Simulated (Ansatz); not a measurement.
**CsBr: geometry and frequencies at several levels**

One table from this session's results is given with a row withheld; the runs are named, their logs left out.

Program: Ansatz 0.2.0. Level of theory: the levels named in each step. These are calculated values, not measurements.

## The system as given

Bond lengths: Br1–Cs2 3.068 Å.

Structure file:

```xyz
2

Br    0.0000    0.0000    0.0000
Cs    0.0000    0.0000    3.0678
```

The first run:

Input file input.yaml:

```yaml
crystal:
  periodic: [false, false, false]
  atoms:
    - { symbol: Br, position_ang: [0.0, 0.0, -0.03050034] }
    - { symbol: Cs, position_ang: [0.0, 0.0, 3.09827034] }
basis:
  gaussian: { orbitals: def2-TZVPP }
hamiltonian:
  xc: pbe0
  dispersion: d4
relax:
  f_tol: 0.002
  max_steps: 150
```

Started as:

```bash
$ ansatz run input.yaml --threads 2 --pin off --max-ram 5120MiB --backend cpu --events-out ev --progress --plain --runs-dir out
```

Steps of the session up to this table: Relaxation, PBE0-D4/def2-TZVPP; Frequencies, PBE0-D4/def2-TZVPP; Relaxation, PBE-D4/def2-TZVPP; Frequencies, PBE-D4/def2-TZVPP; Relaxation, r2SCAN-D4/def2-TZVPP; Frequencies, r2SCAN-D4/def2-TZVPP; Relaxation, B3LYP-D4/def2-TZVPP; Frequencies, B3LYP-D4/def2-TZVPP; Relaxation, B2PLYP/def2-TZVPP; Frequencies, B2PLYP/def2-TZVPP.

One table of the session follows, with a row left open; its other results are not shown here.

| level | Br1–Cs2 (Å) | rotational constants (MHz) | dipole (D) | highest frequency (cm⁻¹) |
| --- | --- | --- | --- | --- |
| PBE0-D4/def2-TZVPP | 3.0878 | 1070.5 | 10.79 | 148 |
| PBE-D4/def2-TZVPP | ? | ? | ? | ? |
| r2SCAN-D4/def2-TZVPP | 3.1069 | 1057.3 | 10.96 | 146 |
| B3LYP-D4/def2-TZVPP | 3.1272 | 1043.6 | 10.96 | 143 |
| B2PLYP/def2-TZVPP | 3.1238 | 1045.9 | 11.19 | 144 |

Estimate the missing values for PBE-D4/def2-TZVPP.

**Answer.** Br1–Cs2 (Å): 3.0906; rotational constants (MHz): 1068.6; dipole (D): 10.39; highest frequency (cm⁻¹): 146. In the column «Br1–Cs2 (Å)» it lies between PBE0-D4/def2-TZVPP (3.0878) and r2SCAN-D4/def2-TZVPP (3.1069).
